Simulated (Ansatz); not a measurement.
# C4H11NSi: the cost of one run

Method: RKS PBE-D4/STO-3G, in Ansatz 0.2.0.

## 1. The starting structure

Bond lengths (14 of 16 bonds, heavy atoms first): C1–C2 1.501 Å, C2–C3 1.317 Å, C3–N4 1.471 Å, C3–Si5 1.920 Å, Si5–C6 1.868 Å, C1–H7 1.070 Å, C1–H8 1.147 Å, C1–H9 1.020 Å, C2–H10 1.097 Å, N4–H11 1.027 Å, N4–H12 0.998 Å, Si5–H13 1.439 Å, Si5–H14 1.527 Å, C6–H15 1.084 Å. Angles (14 of 27 angles, heavy atoms first): C1–C2–C3 125.0°, C2–C3–N4 127.2°, C2–C3–Si5 120.4°, N4–C3–Si5 112.4°, C3–Si5–C6 111.0°, C1–C2–H10 116.9°, C3–C2–H10 118.1°, C2–C1–H7 109.3°, C2–C1–H8 105.3°, C2–C1–H9 114.3°, C3–N4–H11 106.5°, C3–N4–H12 113.2°, C3–Si5–H13 109.9°, C3–Si5–H14 109.0°.

The coordinates stand in the first input below.

## 2. Preparing the start

input.yaml

```yaml
crystal:
  periodic: [false, false, false]
  atoms:
    - { symbol: C, position_ang: [-1.2657, -1.6094, -1.7165] }
    - { symbol: C, position_ang: [-1.002, -0.7119, -0.5424] }
    - { symbol: C, position_ang: [0.1821, -0.4944, -0.0089] }
    - { symbol: "N", position_ang: [1.4692, -1.0604, -0.4401] }
    - { symbol: Si, position_ang: [0.3685, 0.6866, 1.4938] }
    - { symbol: C, position_ang: [0.531, 2.4614, 0.9345] }
    - { symbol: H, position_ang: [-1.9362, -2.3898, -1.4216] }
    - { symbol: H, position_ang: [-1.8091, -0.9524, -2.4832] }
    - { symbol: H, position_ang: [-0.4243, -1.9667, -2.169] }
    - { symbol: H, position_ang: [-1.8705, -0.2141, -0.0938] }
    - { symbol: H, position_ang: [1.2519, -1.9236, -0.9519] }
    - { symbol: H, position_ang: [2.1133, -1.1885, 0.3114] }
    - { symbol: H, position_ang: [1.5183, 0.3102, 2.2735] }
    - { symbol: H, position_ang: [-0.8613, 0.5483, 2.3891] }
    - { symbol: H, position_ang: [-0.346, 2.7407, 0.3618] }
    - { symbol: H, position_ang: [1.4202, 2.6062, 0.3195] }
    - { symbol: H, position_ang: [0.6416, 3.1574, 1.784] }
basis:
  gaussian: { orbitals: STO-3G }
hamiltonian:
  xc: pbe
  dispersion: d4
relax:
  f_tol: 0.02
  max_steps: 40
scf:
  lower_state_search: "off"
```

The run is started by

```bash
> ansatz run input.yaml --threads 1 --pin off --max-ram 2048MiB --backend cpu --events-out ev --progress --plain --runs-dir out
```

What time and memory should one allow on 1 thread of Arm Neoverse V1, shared host?

About 48 s, with a peak of 0.12 GiB.
